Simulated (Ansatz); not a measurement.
# CH3BN2S: the cost of one run

Program: Ansatz 0.2.0. Level of theory: RKS CAM-B3LYP-D4/def2-SVP. These are calculated values, not measurements.

## (1) Where the work starts

SMILES `NB1N=CS1`, 8 atoms, charge 0, spin multiplicity 1.

Atoms are counted from 1 here; the program's logs count them from 0.

Bond lengths: N1–B2 1.387 Å, N1–H6 1.022 Å, N1–H7 1.019 Å, B2–N3 1.488 Å, B2–S5 1.899 Å, N3–C4 1.291 Å, C4–S5 1.828 Å, C4–H8 1.113 Å. Angles: B2–N1–H6 121.2°, B2–N1–H7 123.9°, H6–N1–H7 114.9°, N1–B2–N3 130.2°, N1–B2–S5 131.7°, N3–B2–S5 98.1°, B2–N3–C4 88.8°, N3–C4–S5 110.0°, N3–C4–H8 127.9°, S5–C4–H8 122.1°, B2–S5–C4 63.1°.

Coordinates:

```xyz
8
CH3BN2S
N    -0.5658    1.5086   -0.1478
B    -0.0442    0.2251   -0.0741
N    -0.2934   -0.8570    0.9163
C     0.5303   -1.6075    0.2638
S     1.1931   -0.7006   -1.1784
H    -1.2340    1.8485    0.5465
H    -0.3251    2.1795   -0.8766
H     0.8313   -2.6538    0.4946
```

This geometry comes from a loose relaxation at PBE in a small basis, which is not shown.

## (3) Setting up the map

- ring dihedral C4–S5–B2–N3: 11 values from −40 to 40 °
- dihedral H6–N1–B2–N3: 12 values from −180 to 150 °, periodic

Relaxed at each point: all other coordinates. Energies count from the relaxed molecule at the same level. Points are written as (first, second).

(The set-up runs are not shown.)

## (4) Grid point (0°, 60°)

File input.yaml:

```yaml
crystal:
  periodic: [false, false, false]
  atoms:
    - { symbol: "N", position_ang: [-0.769713, 1.384086, -0.266207] }
    - { symbol: B, position_ang: [0.065017, 0.32796, 0.017872] }
    - { symbol: "N", position_ang: [-0.271713, -0.8393, 0.860211] }
    - { symbol: C, position_ang: [0.461357, -1.647321, 0.203832] }
    - { symbol: S, position_ang: [1.214562, -0.653603, -1.111787] }
    - { symbol: H, position_ang: [-1.075921, 1.888401, 0.558141] }
    - { symbol: H, position_ang: [-0.437216, 2.092839, -0.908404] }
    - { symbol: H, position_ang: [0.6895, -2.703691, 0.418466] }
basis:
  gaussian: { orbitals: def2-SVP }
hamiltonian:
  xc: { name: CAM-B3LYP }
  dispersion: d4
output:
  forces: true
relax:
  f_tol: 0.02
  max_steps: 50
  escape_saddle: false
  constraints: [{ sites: [3, 4, 1, 2] }, { sites: [5, 0, 1, 2] }]
scf:
  lower_state_search: "off"
```

Run with:

```console
$ ansatz run input.yaml --threads 1 --pin off --max-ram 2560MiB --backend cpu --events-out ev --progress --plain --runs-dir out
```

**Question.** How long does this run take on 1 thread of Intel Xeon Platinum 8488C (Sapphire Rapids), shared host, and how much memory does it need?

About 10 s, with a peak of 0.21 GiB.
